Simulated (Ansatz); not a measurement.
# Br: properties at the relaxed cell

One table from this session's results is given with a row withheld; the runs are named, their logs left out.

Program: Ansatz 0.2.0. Level of theory: DFT r2SCAN+D3(BJ), scalar-relativistic, plane waves, PAW. These are calculated values, not measurements.

## The starting structure

It takes space group Cmce (No. 64, orthorhombic). The conventional cell has a = 6.853 Å, b = 4.200 Å, c = 8.687 Å, α = 90.00°, β = 90.00°, γ = 90.00°. Br (site symmetry m) has 1 Br at 2.35 Å as nearest neighbours.

Structure file:

```
Br
1.0
     3.42659   -2.10024    0.00000
     3.42659    2.10024    0.00000
     0.00000    0.00000    8.68706
Br
4
Direct
  0.14340 0.85660 0.61642
  0.85660 0.14340 0.38358
  0.35660 0.64340 0.11642
  0.64340 0.35660 0.88358
```

This cell was relaxed beforehand with the same method: volume 31.26 Å³/atom, gap on the mesh 1.67 eV.

The first run:

The input, input.yaml:

```yaml
crystal:
  lattice:
    - [3.3919755721, -2.0790242418, 0.0]
    - [3.3919755721, 2.0790242418, 0.0]
    - [0.0, 0.0, 8.5993026891]
  atoms:
    - { symbol: Br, position: [0.1434021266, 0.8565978734, 0.6164174583] }
    - { symbol: Br, position: [0.8565978734, 0.1434021266, 0.3835825417] }
    - { symbol: Br, position: [0.3565978734, 0.6434021266, 0.1164174583] }
    - { symbol: Br, position: [0.6434021266, 0.3565978734, 0.8835825417] }
basis:
  ecutwfc: 500
kpoints:
  mp_grid: { grid: [8, 8, 4] }
hamiltonian:
  xc: r2scan
  dispersion: d3bj
scf:
  occupations: { method: gaussian, width: 0.02 }
output:
  forces: true
  stress: true
  eigenvalues: true
relax:
  adjacent_minimum: "off"
  f_tol: 0.01
  max_steps: 30
  cell: { stress_tol: 0.1, fix: [volume] }
```

The run is started by

```
ansatz run input.yaml --threads 2 --pin off --max-ram 5120MiB --backend cpu --events-out ev --progress --plain --runs-dir out
```

Steps of the session up to this table: Volume × 0.97; Volume × 1.03; The cell scaled to 0.94 of its volume; Volume × 1.06; The cell scaled to 0.91 of its volume; Volume × 1.10; The cell scaled to 0.88 of its volume.

One table of the session follows, with a row left open; its other results are not shown here.

It belongs to the step «Energy against volume». 

| volume (Å³/atom) | energy above the lowest point (meV/atom) | pressure (GPa) | gap on the mesh (eV) |
| --- | --- | --- | --- |
| 27.508 | 23.4 | 2.35 | 1.57 |
| 28.446 | 12.1 | 1.57 | 1.61 |
| 29.383 | 5.0 | 0.92 | 1.63 |
| 30.321 | 1.2 | 0.41 | 1.65 |
| 31.259 | 0.0 | 0.00 | 1.67 |
| 32.197 | ? | ? | ? |
| 33.134 | 3.3 | -0.52 | 1.69 |
| 34.385 | 8.3 | -0.75 | 1.70 |

Q: Estimate the row for volume (Å³/atom) = 32.197 from the others.

Worked estimate for «energy above the lowest point (meV/atom)». A straight line through the neighbours (31.259, 0.0) and (33.134, 3.3) gives 0.0 + (3.3 − 0.0) × (32.197 − 31.259) / (33.134 − 31.259) = 1.7; a parabola fitted to 4 rows on both sides gives 0.9.

**Answer.** energy above the lowest point (meV/atom): 0.9; pressure (GPa): -0.29; gap on the mesh (eV): 1.69. In «energy above the lowest point (meV/atom)» the line misses by +0.8 and the parabola by 0.0.

Caveats from the session: Warnings in the runs' records: dispersion damping borrowed.
